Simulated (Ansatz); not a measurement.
# AsH2S radical (SMILES [S][AsH2]): functionals against CCSD(T) at one geometry

One table from this session's results is given with a row withheld; the runs are named, their logs left out.

Program: Ansatz 0.2.0, Gaussian basis. Level of theory: single points in def2-TZVPP. These are calculated values, not measurements.

Correlated methods freeze the cores. Filled d shells of the heavier atoms are correlated. Orbitals are unrestricted.

**The starting structure**

SMILES `[S][AsH2]`, 4 atoms, charge 0, spin multiplicity 2.

Atoms are counted from 1 here; the program's logs count them from 0.

Bond lengths: S1–As2 2.154 Å, As2–H3 1.514 Å, As2–H4 1.485 Å. Angles: S1–As2–H3 97.4°, S1–As2–H4 98.0°, H3–As2–H4 93.4°.

Coordinates:

```
S    -1.5444    0.0769    0.8900
As    0.1955   -0.6224   -0.1700
H     0.1508    0.3810   -1.3028
H     1.2196    0.1430    0.5858
```

Set-up of the first run:

Contents of run/in.yaml:

```yaml
crystal:
  periodic: [false, false, false]
  atoms:
    - {symbol: S, position_ang: [-1.544400, 0.076900, 0.890000]}
    - {symbol: As, position_ang: [0.195500, -0.622400, -0.170000]}
    - {symbol: H, position_ang: [0.150800, 0.381000, -1.302800]}
    - {symbol: H, position_ang: [1.219600, 0.143000, 0.585800]}
basis:
  gaussian: {orbitals: def2-TZVPP}
magnetization: {spin_polarized: true, initial_magnetization: 1}
correlation: {method: ccsd_t}
scf: {omitted_lower_state_checks: [cluster_reference]}
output: {forces: true}
```

No record of the launch command was kept for these runs.

Among the steps run: CCSD(T)/def2-TZVPP; PBE0-D4/def2-TZVPP; wB97M-V/def2-TZVPP; r2SCAN-D4/def2-TZVPP; PBE-D4/def2-TZVPP; HSE06-D4/def2-TZVPP; wB97X-V/def2-TZVPP.

One table of the session follows, with a row left open; its other results are not shown here.

| method | RMS force component (eV/Å) | angle to CCSD(T) forces (°) | dipole (D) |
| --- | --- | --- | --- |
| CCSD(T) | 0.267 | reference | 1.57 |
| PBE0-D4 | ? | ? | ? |
| wB97M-V | 0.238 | 19.8 | 1.66 |
| r2SCAN-D4 | 0.279 | 31.2 | 1.78 |
| PBE-D4 | 0.385 | 33.5 | 1.87 |
| HSE06-D4 | 0.284 | 31.6 | 1.75 |
| wB97X-V | 0.246 | 27.4 | 1.68 |

**Question.** Estimate the row for PBE0-D4.

As computed: RMS force component (eV/Å): 0.282; angle to CCSD(T) forces (°): 31.9; dipole (D): 1.74. In the column «RMS force component (eV/Å)» it lies between r2SCAN-D4 (0.279) and HSE06-D4 (0.284).
